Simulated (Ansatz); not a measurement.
**CH6Cl2InP: one species, many methods**

How much do the methods differ for CH6Cl2InP? The plan is to run it at one geometry with functionals of several rungs and with coupled cluster. The yardstick is the atomisation energy at the CCSD(T) limit.

The runs use Ansatz 0.2.0, Gaussian basis; functionals in def2-TZVPP, the program's frozen cores in correlated methods.

The runs, in order: LDA (SPW92), PBE-D4, revPBE-D4, BLYP-D4, r2SCAN-D4, B97M-V, PBE0-D4, B3LYP-D4, r2SCANh-D4, r2SCAN0-D4, HSE06-D4, BHLYP-D4, CAM-B3LYP-D4, LC-ωPBE, ωB97X-V, ωB97M-V, B2PLYP, PBE-QIDH; CCSD(T)/def2-SVP; CCSD(T)/def2-TZVPP; MP2/def2-QZVPP; extrapolation to the limit; RPA on PBE.

## (1) The relaxed structure

The geometry comes from an earlier relaxation with PBE0-D4 in a triple-zeta def2 set; it is a stationary point, not always the lowest conformer. In takes the def2 core potential; no spin-orbit term is included.

SMILES `[CH3][In-]([PH3+])([Cl])[Cl]`, 11 atoms, charge 0, spin multiplicity 1.

Atoms are counted from 1 here; the program's logs count them from 0.

Bond lengths: C1–In2 2.133 Å, C1–H6 1.090 Å, C1–H7 1.090 Å, C1–H8 1.090 Å, In2–P3 2.751 Å, In2–Cl4 2.361 Å, In2–Cl5 2.361 Å, P3–H9 1.410 Å, P3–H10 1.407 Å, P3–H11 1.410 Å. Angles: In2–C1–H6 108.9°, In2–C1–H7 109.7°, In2–C1–H8 109.7°, H6–C1–H7 109.2°, H6–C1–H8 109.2°, H7–C1–H8 110.1°, C1–In2–P3 112.9°, C1–In2–Cl4 121.9°, C1–In2–Cl5 121.9°, P3–In2–Cl4 89.1°, P3–In2–Cl5 89.0°, Cl4–In2–Cl5 110.9°, In2–P3–H9 123.2°, In2–P3–H10 108.5°, In2–P3–H11 123.0°, H9–P3–H10 99.2°, H9–P3–H11 99.0°, H10–P3–H11 99.2°.

## (2) LDA

This LDA is Slater exchange with PW92 correlation.

The input, in.yaml:

```yaml
crystal:
  periodic: [false, false, false]
  atoms:
    - {symbol: C, position_ang: [-2.075963, 0.146952, 0.717033]}
    - {symbol: In, position_ang: [-0.546453, 0.332516, -0.757726]}
    - {symbol: P, position_ang: [1.935161, -0.406366, 0.172577]}
    - {symbol: Cl, position_ang: [-0.310018, -1.228590, -2.513616]}
    - {symbol: Cl, position_ang: [0.350767, 2.430066, -1.367097]}
    - {symbol: H, position_ang: [-3.032372, 0.418029, 0.269923]}
    - {symbol: H, position_ang: [-1.866274, 0.817074, 1.550089]}
    - {symbol: H, position_ang: [-2.124296, -0.883052, 1.069020]}
    - {symbol: H, position_ang: [2.616146, 0.288396, 1.193598]}
    - {symbol: H, position_ang: [2.867660, -0.245484, -0.868617]}
    - {symbol: H, position_ang: [2.251041, -1.726440, 0.555318]}
basis:
  gaussian: {orbitals: def2-TZVPP}
hamiltonian: {xc: lda}
output: {orbitals: {seedname: orbitals}}
```

On the command line:

```bash
ansatz run in.yaml --threads 8 --pin off --events-out ev --progress --plain --max-ram 18278MiB
```

The runs that follow: PBE-D4 (GGA); revPBE-D4 (GGA); BLYP-D4 (GGA); r2SCAN-D4 (meta-GGA); B97M-V (meta-GGA); B3LYP-D4 (hybrid); r2SCANh-D4 (hybrid); r2SCAN0-D4 (hybrid); HSE06-D4 (hybrid); BHLYP-D4 (hybrid); CAM-B3LYP-D4 (range-separated); LC-ωPBE (range-separated); ωB97X-V (range-separated); ωB97M-V (range-separated); B2PLYP (double hybrid); PBE-QIDH (double hybrid); CCSD(T) in def2-SVP; CCSD(T) in def2-TZVPP; MP2 in def2-QZVPP; RPA on PBE orbitals.

Before running them: what should the planned runs give, taken together? Wanted: atomisation energy, CCSD(T)/CBS; farthest beyond LDA; mean size of error, GGA; mean size of error, meta-GGA; mean size of error, hybrid; mean size of error, range-separated; mean size of error, double hybrid; gap, smallest and largest; T1 diagnostic.

The runs gave:

| quantity | value |
| --- | --- |
| atomisation energy, CCSD(T)/CBS | 33.990 eV |
| functionals within 0.340 eV (1.0 %) | PBE-D4, r2SCAN-D4, B97M-V, PBE0-D4, r2SCANh-D4, HSE06-D4, CAM-B3LYP-D4, ωB97X-V, ωB97M-V |
| farthest beyond LDA | BHLYP-D4 (-0.854 eV) |
| mean size of error, GGA | 0.540 eV |
| mean size of error, meta-GGA | 0.126 eV |
| mean size of error, hybrid | 0.414 eV |
| mean size of error, range-separated | 0.267 eV |
| mean size of error, double hybrid | 0.623 eV |
| gap, smallest and largest | 4.78 eV (LDA (SPW92)), 11.94 eV (LC-ωPBE) |
| T1 diagnostic | 0.0119 |
| triples share of the correlation energy | 3.7 % |

In words: The LDA atomisation energy is off by 4.151 eV (12 %): it overbinds. PBE-D4 misses by -0.069 eV. Double hybrids carry the basis error of their MP2 part in triple zeta, and no dispersion term here, so their miss is partly the set-up's. The rungs meta-GGA, range-separated miss on average by less than the doubt on the reference (0.340 eV), so they tie. Misses under about 0.340 eV are within the doubt on the reference itself, which lacks core-valence correlation, spin-orbit coupling and higher excitations, and its outer-core shells are covered unevenly. All levels share the lack of spin-orbit coupling, which lowers the free heavy atoms and so the true binding. Hartree-Fock recovers 73 % of the binding; the rest is correlation. CCSD(T) in def2-SVP is off by -2.504 eV, which most functionals beat. The gap grows from 4.8 to 11.9 eV across the functionals, mostly with the share of exact exchange. Correlated methods include outer-core shells of In, which these sets cover unevenly.
